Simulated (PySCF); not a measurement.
# GeH+: from the state search to spectroscopic constants, part 2 of 2

PySCF 2.14.0; Ge cc-pVDZ-PP with ECP10, H cc-pVDZ; scalar-relativistic core potentials. Earlier steps stand in the parts before.

### Step 9. BHandHLYP (global hybrid GGA)

Output of the SCF at 1.598 Å:

```text
[... 17 set-up lines left out, the same as in an earlier log ...]
XC functionals = BHANDHLYP
    A. D. Becke.,  J. Chem. Phys. 98, 1372 (1993)
    Defined through Gaussian implementation.
[... 2 set-up lines left out, the same as in an earlier log ...]
init E= -294.692455445736
cycle= 1 E= -294.693104199263  delta_E= -0.000649  |g|= 0.0074  |ddm|= 0.0765
cycle= 2 E= -294.693124161602  delta_E= -2e-05  |g|= 0.00225  |ddm|= 0.0191
cycle= 3 E= -294.693126035775  delta_E= -1.87e-06  |g|= 0.00017  |ddm|= 0.00426
cycle= 4 E= -294.693126063088  delta_E= -2.73e-08  |g|= 2.95e-05  |ddm|= 0.000585
cycle= 5 E= -294.693126063963  delta_E= -8.75e-10  |g|= 2.42e-06  |ddm|= 0.000135
Extra cycle  E= -294.69312606397  delta_E= -7.33e-12  |g|= 5.73e-07  |ddm|= 1.09e-05
converged SCF energy = -294.69312606397  <S^2> = -1.0658141e-14  2S+1 = 1
```

Re = 1.583 Å, ωe = 2053 cm⁻¹, ωexe = 26.4 cm⁻¹, αe = 0.149 cm⁻¹, Be = 6.764 cm⁻¹, De = 2.96 eV, μ = 0.38 D.

### Step 10. B2PLYP (double hybrid)

Log of the SCF at 1.598 Å:

```text
[... 17 set-up lines left out, the same as in an earlier log ...]
XC functionals = 0.53*HF + 0.47*B88, 0.73*LYP
    A. D. Becke.,  Phys. Rev. A 38, 3098 (1988)
    C. Lee, W. Yang, and R. G. Parr.,  Phys. Rev. B 37, 785 (1988)
    B. Miehlich, A. Savin, H. Stoll, and H. Preuss.,  Chem. Phys. Lett. 157, 200 (1989)
[... 2 set-up lines left out, the same as in an earlier log ...]
init E= -294.432727520806
cycle= 1 E= -294.433602144926  delta_E= -0.000875  |g|= 0.00683  |ddm|= 0.103
cycle= 2 E= -294.433622673776  delta_E= -2.05e-05  |g|= 0.00192  |ddm|= 0.0192
cycle= 3 E= -294.433624114361  delta_E= -1.44e-06  |g|= 0.000211  |ddm|= 0.00346
cycle= 4 E= -294.433624156886  delta_E= -4.25e-08  |g|= 2.7e-05  |ddm|= 0.000742
cycle= 5 E= -294.433624157606  delta_E= -7.2e-10  |g|= 3.11e-06  |ddm|= 0.00013
Extra cycle  E= -294.433624157618  delta_E= -1.21e-11  |g|= 7.89e-07  |ddm|= 1.52e-05
converged SCF energy = -294.433624157618  <S^2> = -1.4210855e-14  2S+1 = 1
```

Re = 1.590 Å, ωe = 2014 cm⁻¹, ωexe = 27.4 cm⁻¹, αe = 0.153 cm⁻¹, Be = 6.707 cm⁻¹, De = 2.95 eV, μ = 0.37 D. 1.3 s of CPU time for 12 points, integrals apart.

### Step 11. LC-ωPBE

Output of the SCF at 1.598 Å:

```text
[... 17 set-up lines left out, the same as in an earlier log ...]
XC functionals = LC_WPBE
    O. A. Vydrov and G. E. Scuseria.,  J. Chem. Phys. 125, 234109 (2006)
[... 2 set-up lines left out, the same as in an earlier log ...]
init E= -294.872548554733
cycle= 1 E= -294.87350972159  delta_E= -0.000961  |g|= 0.0105  |ddm|= 0.0924
cycle= 2 E= -294.873565227301  delta_E= -5.55e-05  |g|= 0.00329  |ddm|= 0.0365
cycle= 3 E= -294.873569818205  delta_E= -4.59e-06  |g|= 0.000486  |ddm|= 0.00448
cycle= 4 E= -294.873570153334  delta_E= -3.35e-07  |g|= 1.97e-05  |ddm|= 0.00305
cycle= 5 E= -294.87357015373  delta_E= -3.95e-10  |g|= 3.31e-06  |ddm|= 9.27e-05
Extra cycle  E= -294.873570153739  delta_E= -9.61e-12  |g|= 7.97e-07  |ddm|= 1.52e-05
converged SCF energy = -294.873570153739  <S^2> = -1.2434498e-14  2S+1 = 1
```

Re = 1.581 Å, ωe = 2084 cm⁻¹, ωexe = 24.5 cm⁻¹, αe = 0.139 cm⁻¹, Be = 6.787 cm⁻¹, De = 2.89 eV, μ = 0.47 D. 2.7 s of CPU time for 12 points, integrals apart.

### Step 12. RHF (mean field)

Output of the SCF at 1.598 Å:

```text
******** <class 'pyscf.scf.hf_symm.SymAdaptedRHF'> ********
method = SymAdaptedRHF
[... 11 set-up lines left out, the same as in an earlier log ...]
max_memory 909 MB (current use 249 MB)
Overwritten attributes  get_jk get_j get_occ get_k get_hcore  of <class 'pyscf.scf.hf_symm.SymAdaptedRHF'>
<class 'pyscf.scf.hf_symm.SymAdaptedRHF'> does not have attributes  refdm
[... 1 set-up line left out, the same as in an earlier log ...]
init E= -293.637440815281
cycle= 1 E= -293.644283698126  delta_E= -0.00684  |g|= 0.0258  |ddm|= 0.327
cycle= 2 E= -293.644619523912  delta_E= -0.000336  |g|= 0.00675  |ddm|= 0.103
cycle= 3 E= -293.64464313256  delta_E= -2.36e-05  |g|= 0.00141  |ddm|= 0.0196
cycle= 4 E= -293.644644390074  delta_E= -1.26e-06  |g|= 0.000183  |ddm|= 0.00611
cycle= 5 E= -293.644644418232  delta_E= -2.82e-08  |g|= 1.84e-05  |ddm|= 0.00144
cycle= 6 E= -293.644644418464  delta_E= -2.32e-10  |g|= 2.23e-06  |ddm|= 0.000147
Extra cycle  E= -293.644644418467  delta_E= -3.47e-12  |g|= 6.86e-07  |ddm|= 1.37e-05
converged SCF energy = -293.644644418467
```

Re = 1.571 Å, ωe = 2133 cm⁻¹, ωexe = 25.5 cm⁻¹, αe = 0.145 cm⁻¹, Be = 6.872 cm⁻¹, De = 2.09 eV, μ = 0.52 D. 0.11 s of CPU time for 12 points, integrals apart.

### Step 13. Correlated methods on the Hartree–Fock reference

Reference: RHF; core orbitals frozen: 4; virtual orbitals above 20 hartree dropped in coupled cluster: 1. MP2 keeps all virtuals, so it differs from the MP2 energy in the coupled-cluster log.

Log of the coupled-cluster run at 1.598 Å:

```text
******** <class 'pyscf.cc.ccsd.CCSD'> ********
CC2 = 0
CCSD nocc = 7, nmo = 23
frozen orbitals [0, 1, 2, 3, 27]
max_cycle = 80
direct = 0
conv_tol = 1e-07
conv_tol_normt = 1e-05
diis_space = 8
diis_start_cycle = 0
diis_start_energy_diff = 1e+09
max_memory 909 MB (current use 249 MB)
Init t2, MP2 energy = -293.714321813697  E_corr(MP2) -0.0696773952292878
Init E_corr(CCSD) = -0.0696773952295393
cycle = 1  E_corr(CCSD) = -0.0831714725702977  dE = -0.0134940773  norm(t1,t2) = 0.0474195
cycle = 2  E_corr(CCSD) = -0.088053079078464  dE = -0.00488160651  norm(t1,t2) = 0.0200336
cycle = 3  E_corr(CCSD) = -0.0909616616369731  dE = -0.00290858256  norm(t1,t2) = 0.00954953
cycle = 4  E_corr(CCSD) = -0.0909967001171151  dE = -3.50384801e-05  norm(t1,t2) = 0.00130927
cycle = 5  E_corr(CCSD) = -0.0909269598088444  dE = 6.97403083e-05  norm(t1,t2) = 0.000411682
cycle = 6  E_corr(CCSD) = -0.0909279101352926  dE = -9.50326448e-07  norm(t1,t2) = 0.000127696
cycle = 7  E_corr(CCSD) = -0.0909265776307628  dE = 1.33250453e-06  norm(t1,t2) = 2.83226e-05
cycle = 8  E_corr(CCSD) = -0.0909268661024053  dE = -2.88471642e-07  norm(t1,t2) = 7.12157e-06
cycle = 9  E_corr(CCSD) = -0.0909269982621401  dE = -1.32159735e-07  norm(t1,t2) = 2.26586e-06
cycle = 10  E_corr(CCSD) = -0.0909269465792826  dE = 5.16828575e-08  norm(t1,t2) = 5.00602e-07
CCSD converged
E(CCSD) = -293.7355713650467  E_corr = -0.09092694657928264
CCSD(T) correction = -0.00188106760631919
```

Correlation energy (eV) along the bond:

```tsv
R (Å)	MP2	SCS-MP2	CCSD	CCSD(T)	T1
1.374	-1.897	-2.055	n/a	n/a	n/a
1.438	-1.893	-2.053	-2.454	-2.503	0.006
1.502	-1.893	-2.054	-2.459	-2.509	0.006
1.550	-1.894	-2.057	-2.465	-2.516	0.006
1.598	-1.897	-2.061	-2.474	-2.525	0.007
1.646	-1.901	-2.067	-2.485	-2.538	0.007
1.710	-1.908	-2.076	-2.504	-2.557	0.007
1.790	-1.920	-2.090	-2.532	-2.588	0.008
1.886	-1.936	-2.111	-2.574	-2.633	0.009
2.014	-1.964	-2.144	n/a	n/a	n/a
```

RHF-MP2: Re = 1.574 Å, ωe = 2081 cm⁻¹, ωexe = 26.6 cm⁻¹, αe = 0.149 cm⁻¹, Be = 6.839 cm⁻¹, De = 2.75 eV.

RHF-SCS-MP2: Re = 1.576 Å, ωe = 2071 cm⁻¹, ωexe = 27.2 cm⁻¹, αe = 0.152 cm⁻¹, Be = 6.824 cm⁻¹, De = 2.84 eV.

RHF-CCSD: Re = 1.583 Å, ωe = 2016 cm⁻¹, ωexe = 31.0 cm⁻¹, αe = 0.166 cm⁻¹, Be = 6.769 cm⁻¹, De = 2.90 eV.

RHF-CCSD(T): Re = 1.584 Å, ωe = 2007 cm⁻¹, ωexe = 31.5 cm⁻¹, αe = 0.167 cm⁻¹, Be = 6.759 cm⁻¹, De = 2.92 eV.

### Step 14. The curves together

Energy (eV) from each level's lowest point:

```tsv
R (Å)	RHF	RHF-MP2	RHF-SCS-MP2	RHF-CCSD	RHF-CCSD(T)	PBE	PW91	r²SCAN	PBE0	BHandHLYP	LC-ωPBE	B2PLYP
1.374	0.419	0.416	0.422	n/a	n/a	0.555	0.546	0.475	0.496	0.450	0.446	0.468
1.438	0.172	0.173	0.178	0.189	0.191	0.273	0.267	0.216	0.230	0.196	0.193	0.210
1.502	0.039	0.041	0.044	0.052	0.054	0.101	0.098	0.068	0.075	0.055	0.052	0.064
1.550	0.000	0.001	0.002	0.006	0.007	0.031	0.029	0.014	0.017	0.007	0.005	0.012
1.598	0.002	0.000	0.000	0.000	0.000	0.000	0.000	0.000	0.000	0.000	0.000	0.000
1.646	0.039	0.032	0.031	0.026	0.025	0.003	0.004	0.019	0.016	0.026	0.029	0.021
1.710	0.131	0.117	0.114	0.099	0.097	0.048	0.051	0.085	0.080	0.103	0.110	0.091
1.790	0.299	0.274	0.268	0.239	0.234	0.156	0.161	0.217	0.211	0.251	0.266	0.228
1.886	0.555	0.513	0.503	0.453	0.445	0.338	0.346	0.427	0.422	0.480	0.507	0.444
2.014	0.953	0.884	0.867	n/a	n/a	0.636	0.646	0.758	0.758	0.841	0.889	0.785
```

The whole job (state search and all levels along the bond) took 0.33 min on 1 thread of Intel Xeon 6975P-C (shared host), peak memory 0.35 GiB.

### Step 15. What came out

What follows sums up all 2 parts.

Lowest PBE0 solution found, without spin–orbit coupling: ¹Σ⁺ (singlet), closed shell. State 2 has its PBE0 minimum 2.25 eV higher. The other levels ran on the lowest alone.

```tsv
level	Re (Å)	ωe (cm⁻¹)	De (eV)	μ (D)
RHF	1.571	2133	2.09	0.52
RHF-MP2	1.574	2081	2.75	n/a
RHF-SCS-MP2	1.576	2071	2.84	n/a
RHF-CCSD	1.583	2016	2.90	n/a
RHF-CCSD(T)	1.584	2007	2.92	n/a
PBE	1.617	1910	3.00	0.29
PW91	1.615	1917	3.02	0.29
r²SCAN	1.593	1992	3.00	0.39
PBE0	1.597	1997	2.95	0.37
BHandHLYP	1.583	2053	2.96	0.38
LC-ωPBE	1.581	2084	2.89	0.47
B2PLYP	1.590	2014	2.95	0.37
```

De is counted to Ge+ + H in their ground configurations. A positive dipole points from Ge to H; in an ion it is taken about the centre of mass and does not tell which atom is negative.

Differences from CCSD(T) in the same basis:

```tsv
level	Re (mÅ)	ωe (%)
RHF	-13	+6.3
RHF-MP2	-9	+3.7
RHF-SCS-MP2	-8	+3.2
RHF-CCSD	-1	+0.5
PBE	+34	-4.8
PW91	+31	-4.5
r²SCAN	+9	-0.7
PBE0	+13	-0.5
BHandHLYP	-1	+2.3
LC-ωPBE	-3	+3.9
B2PLYP	+6	+0.4
```

Time per point (s) on 1 thread of Intel Xeon 6975P-C, shared host (CPU time, shared integrals of 0.061 s apart; correlated levels include their reference; CCSD comes with the CCSD(T) run); the times are rough: RHF 0.01, RHF-MP2 0.013, RHF-SCS-MP2 0.013, PBE 0.14, PW91 0.12, r²SCAN 0.19, PBE0 0.27, BHandHLYP 0.11, LC-ωPBE 0.22, B2PLYP 0.11; the reference 0.095.

In words: Judged by CCSD(T) in the same basis: best bond length RHF-CCSD and BHandHLYP (-1 mÅ), worst PBE (+34 mÅ); best wavenumber B2PLYP (+0.4 %), worst RHF (+6.3 %). Hartree–Fock makes the bond too short and too stiff against this reference, as it mostly does. PBE has the long and soft bond that GGAs tend to give. CCSD(T) in a basis this small is itself some way from its limit, more so than the functionals. Of the levels with a De here, RHF gives the least (2.09 eV) and PW91 the most (3.02 eV).

Correlated steps freeze 4 core orbitals. B2PLYP dipoles, levels and charges come from its SCF part alone.
